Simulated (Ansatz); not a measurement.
**[SiCl3]+ (SMILES Cl[Si+](Cl)Cl) at PBE/aug-cc-pVDZ**

What is the energy change on altering one bond length of [SiCl3]+ at PBE/aug-cc-pVDZ? 

Program for the calculation: Ansatz 0.2.0.

1 further run of the same task is left out (it didn't finish).

### Step 1. Starting point

[SiCl3]+: 4 atoms, total charge +1, spin state singlet. As SMILES, `Cl[Si+](Cl)Cl`. Geometry: relaxed at PBE0-D4/def2-TZVP.

Bond lengths: Cl1–Si2 1.947 Å, Si2–Cl3 1.947 Å, Si2–Cl4 1.947 Å. Angles: Cl1–Si2–Cl3 120.0°, Cl1–Si2–Cl4 120.0°, Cl3–Si2–Cl4 120.0°.

### Step 2. A single-point energy at PBE/aug-cc-pVDZ

Input file input.yaml:

```yaml
crystal:
  periodic: [false, false, false]
  atoms:
    - {symbol: Cl, position_ang: [-1.556000, -0.622300, 0.990900]}
    - {symbol: Si, position_ang: [-0.000000, -0.000100, -0.000100]}
    - {symbol: Cl, position_ang: [1.772000, -0.669600, 0.449500]}
    - {symbol: Cl, position_ang: [-0.216000, 1.292000, -1.440300]}
basis:
  gaussian:
    orbitals: aug-cc-pVDZ
total_charge: 1
hamiltonian:
  xc: pbe
accuracy: high
output: {orbitals: {seedname: orbitals}}
```

Run with:

```sh
$ ansatz run input.yaml --threads 1 --pin off --max-ram 3480MiB --events-out events.jsonl --progress --plain --runs-dir runs
```

The program printed:

```text
Warning: RAYON_NUM_THREADS=1 ignored (pool sized by the plan → 1); use --threads N
Functional definition: PBE
  name "PBE"
  parameter kappa = 0.804
  parameter beta = 0.06672455060314922
  exchange = pbe_x(kappa = kappa, mu = beta*pi^2/3)
  correlation = pbe_c(beta = beta)
2143 factors; integrals over basis functions are off by at most 3.2e-9 eV
mean field evaluation 1: about -45418.8367 eV, gradient 3.1e1 eV
mean field evaluation 2: about -45419.2236 eV, gradient 2.9e1 eV
mean field evaluation 4: about -45421.4074 eV, gradient 1.4e0 eV
mean field evaluation 8: about -45421.4112 eV, gradient 1.4e-3 eV
mean field evaluation 16: about -45421.4112 eV, gradient 4.8e-7 eV
mean field -45421.41117026 eV, -1669.2060727687 hartree, gradient 5.0e-8 eV, S^2 0.000000; 0 other end points of the search recorded, 0 dependent functions left out
reference -45421.41117709 eV, -1669.2060730197 hartree; 32, 32 occupied and 76, 76 virtual orbitals, 2143 factors
Total energy: -45421.41117709 eV, -1669.2060730197 hartree
```

Run time: 9.3 s. Hardware: 1 thread of Arm Neoverse V2, shared host; peak memory 0.3 GiB.

### Step 3. The distorted shape at the same level

Input file job.yaml:

```yaml
basis:
  gaussian:
    orbitals: aug-cc-pVDZ
crystal:
  periodic: [false, false, false]
  atoms:
    - {symbol: Cl, position_ang: [-1.523602, -0.816105, 1.206918]}
    - {symbol: Si, position_ang: [0.032398, -0.193905, 0.215918]}
    - {symbol: Cl, position_ang: [1.804398, -0.863405, 0.665518]}
    - {symbol: Cl, position_ang: [-0.216000, 1.292000, -1.440300]}
total_charge: 1
hamiltonian:
  xc: {name: PBE}
accuracy: high
output:
  orbitals: {seedname: orbitals}
```

Run with:

```sh
$ ansatz run job.yaml --threads 1 --pin off --max-ram 3480MiB --events-out events.jsonl --progress --plain --runs-dir runs
```

The program printed (excerpt; [...] marks lines left out):

```text
Warning: RAYON_NUM_THREADS=1 ignored (pool sized by the plan → 1); use --threads N
[... 6 set-up lines as earlier in the session ...]
2148 factors; integrals over basis functions are off by at most 3.2e-9 eV
mean field evaluation 1: about -45418.3750 eV, gradient 3.1e1 eV
mean field evaluation 2: about -45416.3311 eV, gradient 4.0e1 eV
mean field evaluation 4: about -45420.9668 eV, gradient 8.2e-1 eV
mean field evaluation 8: about -45420.9674 eV, gradient 5.3e-2 eV
mean field evaluation 16: about -45420.9674 eV, gradient 1.0e-6 eV
mean field -45420.96736229 eV, -1669.1897631265 hartree, gradient 1.6e-8 eV, S^2 0.000000; 0 other end points of the search recorded, 0 dependent functions left out
reference -45420.96736900 eV, -1669.1897633731 hartree; 32, 32 occupied and 76, 76 virtual orbitals, 2148 factors
Total energy: -45420.96736900 eV, -1669.1897633731 hartree
```

It took 9.3 s on 1 thread of Arm Neoverse V2, shared host; peak memory 0.3 GiB.

### Step 4. Outcome

At PBE/aug-cc-pVDZ:

```
                                                           quantity           value
                                          first shape: total energy  -1669.20607 Eh
                                           first shape: HOMO energy       -14.04 eV
                                           first shape: LUMO energy        -9.20 eV
                                         first shape: HOMO–LUMO gap         4.84 eV
                                      distorted shape: total energy  -1669.18976 Eh
                                       distorted shape: HOMO energy       -13.57 eV
                                       distorted shape: LUMO energy        -9.80 eV
                                     distorted shape: HOMO–LUMO gap         3.78 eV
energy change with the Si2–Cl4 bond stretched from 1.947 to 2.239 Å        0.444 eV
```

In words: With the Si2–Cl4 bond stretched from 1.947 to 2.239 Å the energy rises by 0.44 eV (10.2 kcal/mol). The first shape isn't relaxed at this level, so the change isn't measured from a minimum.
